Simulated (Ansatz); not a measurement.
# (H3Sn)2O (Sn2H6O): the relaxed shape and its frontier levels

Aim: characterise (H3Sn)2O (Sn2H6O) as a singlet: its structure, frontier levels and distribution of charge.

Program: Ansatz 0.2.0, Gaussian basis. Level of theory: RKS PBE0-D4/def2-TZVP. These are calculated values, not measurements.

The runs, in order: relaxation at PBE0-D4/def2-SVP; a search for the lowest solution at PBE0-D4/def2-SVP; a single point at PBE0-D4/def2-TZVP.

2 further runs of the same task are left out: 2 set aside as unsound or not needed. Runs told in other sessions of the task aren't counted.

## 1. Starting geometry

9 atoms, charge 0, spin multiplicity 1.

Atoms are counted from 1 here; the program's logs count them from 0.

Bond lengths: Sn1–H2 1.655 Å, Sn1–H3 1.663 Å, Sn1–H4 1.655 Å, Sn1–O5 1.906 Å, O5–Sn6 1.905 Å, Sn6–H7 1.660 Å, Sn6–H8 1.661 Å, Sn6–H9 1.652 Å. Angles: H2–Sn1–H3 113.6°, H2–Sn1–H4 114.6°, H2–Sn1–O5 103.3°, H3–Sn1–H4 113.7°, H3–Sn1–O5 107.5°, H4–Sn1–O5 102.7°, Sn1–O5–Sn6 161.5°, O5–Sn6–H7 106.1°, O5–Sn6–H8 106.1°, O5–Sn6–H9 101.4°, H7–Sn6–H8 113.1°, H7–Sn6–H9 114.3°, H8–Sn6–H9 114.4°.

Geometry (Å):

```mol
H6OSn2
  3D, bonds by distance, orders not assigned

  9  8  0  0  0  0  0  0  0  0999 V2000
   -0.2462    1.7963    0.4996 Sn  0  0
   -1.7409    2.2542   -0.0444 H   0  0
   -0.1720    1.5961    2.1490 H   0  0
    1.0108    2.6745   -0.1220 H   0  0
    0.0038    0.0834   -0.2971 O   0  0
    0.2460   -1.7948   -0.5035 Sn  0  0
   -1.1072   -2.5069    0.1433 H   0  0
    1.6382   -2.1723    0.3202 H   0  0
    0.3675   -1.9304   -2.1451 H   0  0
  1  2  8  0
  1  3  8  0
  1  4  8  0
  1  5  8  0
  5  6  8  0
  6  7  8  0
  6  8  8  0
  6  9  8  0
M  END
```

Sn takes a core potential in the def2 sets. No spin-orbit coupling is included.

The start is a GFN2-xTB geometry.

## 2. Optimising with PBE0-D4/def2-SVP

in.yaml reads:

```yaml
crystal:
  periodic: [false, false, false]
  atoms:
    - {symbol: Sn, position_ang: [-0.246190, 1.796310, 0.499620]}
    - {symbol: H, position_ang: [-1.740890, 2.254180, -0.044440]}
    - {symbol: H, position_ang: [-0.171990, 1.596070, 2.149020]}
    - {symbol: H, position_ang: [1.010810, 2.674460, -0.122030]}
    - {symbol: O, position_ang: [0.003760, 0.083450, -0.297070]}
    - {symbol: Sn, position_ang: [0.246000, -1.794830, -0.503540]}
    - {symbol: H, position_ang: [-1.107230, -2.506910, 0.143290]}
    - {symbol: H, position_ang: [1.638190, -2.172280, 0.320230]}
    - {symbol: H, position_ang: [0.367520, -1.930450, -2.145080]}
basis:
  gaussian: {orbitals: def2-SVP}
hamiltonian: {xc: pbe0, dispersion: d4}
scf: {omitted_lower_state_checks: [starts]}
output: {orbitals: {seedname: orbitals}}
relax: {f_tol: 0.02, max_steps: 100}
```

The run is started by

```bash
$ ansatz run in.yaml --threads 4 --pin off --events-out ev --progress --plain --max-ram 3916MiB
```

After this run come: Searching for the lowest solution, PBE0-D4/def2-SVP; Single point, PBE0-D4/def2-TZVP.

Q: Predict the results of all the runs planned. Wanted: point group; commonest bond, hydrogen aside; HOMO, LUMO at PBE0-D4/def2-TZVP; dipole at PBE0-D4/def2-SVP.

The runs gave:

```
                       quantity                           value
                    point group                              C1
 commonest bond, hydrogen aside  O–Sn, 2 of mean length 1.977 Å
HOMO, LUMO at PBE0-D4/def2-TZVP                 -7.80, -0.99 eV
     dipole at PBE0-D4/def2-SVP                          1.14 D
```

In words: The molecule keeps its bonding pattern by the stored test; the atoms moved 0.33 Å (rms), and the angle Sn1–O5–Sn6 went from 161° to 132°. No usable vibrations, so a minimum isn't proven. The HOMO lies nearest to O5 64 %; H2, H7, H8 about 8 % each and the LUMO to O5 22 %; Sn1, Sn6 about 12 % each. The point group is read from a loosely relaxed geometry; soft torsions can leave it below the true symmetry.
